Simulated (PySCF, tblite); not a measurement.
# C5H4FNO+ (doublet): geometry, infrared bands and EPR parameters

Wanted: the infrared bands and EPR parameters of C5H4FNO+ (doublet) (`[H]/N=C\[C+]1[CH]C=C(F)O1`), by calculation.

The runs use tblite 0.8.0 and PySCF 2.14.0, with density-fitted response routines of our own; the level of theory stands in each step. All values are computed, except where a source is named. Atoms count from 0, in the outputs and in this text.

### Step 1. Starting geometry

12 atoms, charge 1, multiplicity 2; geometry from: force field or distance geometry start.

Bonds of the start (Å): N0–C1 1.30, C1–C2 1.45, C2–C3 1.50, C3–C4 1.49, C4–C5 1.33, C5–F6 1.36, C5–O7 1.41, O7–C2 1.39, N0–H8 1.06, C1–H9 1.09, C3–H10 1.13, C4–H11 1.09.

### Step 2. Relaxing the molecule with GFN2-xTB

The job: settings as JSON, then the geometry in Å.

```
{"job": {"kind": "relax", "xc": "GFN2-xTB", "basis": "xTB"}, "charge": 1, "multiplicity": 2}
N      2.560900     1.217400     0.018600
C      1.960300     0.061300    -0.054200
C      0.519000    -0.065200    -0.073300
C     -0.313600    -1.308700    -0.157600
C     -1.707300    -0.768200    -0.142100
C     -1.681100     0.558500    -0.091000
F     -2.781500     1.349900    -0.076500
O     -0.348100     1.018100    -0.039100
H      1.907300     2.053700     0.046900
H      2.574100    -0.834400    -0.069400
H     -0.103500    -1.869200     0.805000
H     -2.585200    -1.413900    -0.193300
```

Started as:

```
$ OMP_NUM_THREADS=1 python probes_run.py task.json out
```

This one command runs all jobs of the session in turn.

**Question.** This job is followed by: GFN2-xTB harmonic vibrations, gas phase; UKS B3LYP, pcH-1 on C F H N O, non-relativistic, mean-field spin-orbit, GIAO. What will the session give for the following? strongest single infrared mode (GFN2-xTB); zero-point energy (GFN2-xTB); g(iso) (B3LYP); ⟨S²⟩; largest a(iso).

**Answer**, as computed:

| quantity | value |
| --- | --- |
| strongest single infrared mode (GFN2-xTB) | 843 cm⁻¹, 649 km/mol |
| zero-point energy (GFN2-xTB) | 48.9 kcal/mol |
| g(iso) (B3LYP) | 2.00562 |
| ⟨S²⟩ | 0.777 (exact 0.75) |
| largest a(iso) | 19F on F6, 62.0 MHz |

**Reading.** Relaxing lowered the energy by 2.191 eV in 60 steps; the close pair that moved most is C2–C3, from 1.499 to 1.395 Å. No mode is imaginary among the 30: a minimum at this level. The strongest single mode, at 843 cm⁻¹, is spread over several atoms, H8, N0, C3, C1 among them. GFN2-xTB is a fitted tight-binding method: band positions and strengths are rough. Its intensities can rank the bands wrongly. The largest spin populations lie on N0 (0.44 e), C2 (0.34 e). The isotropic g lies 3.3 ppt above the free-electron value. These values are for one conformer; the search (at its own cheap level) found 2 more, at 0.01, 0.53 kcal/mol (those within 0.05 may be mirror or relabelled copies), and measured spectra average over such forms.
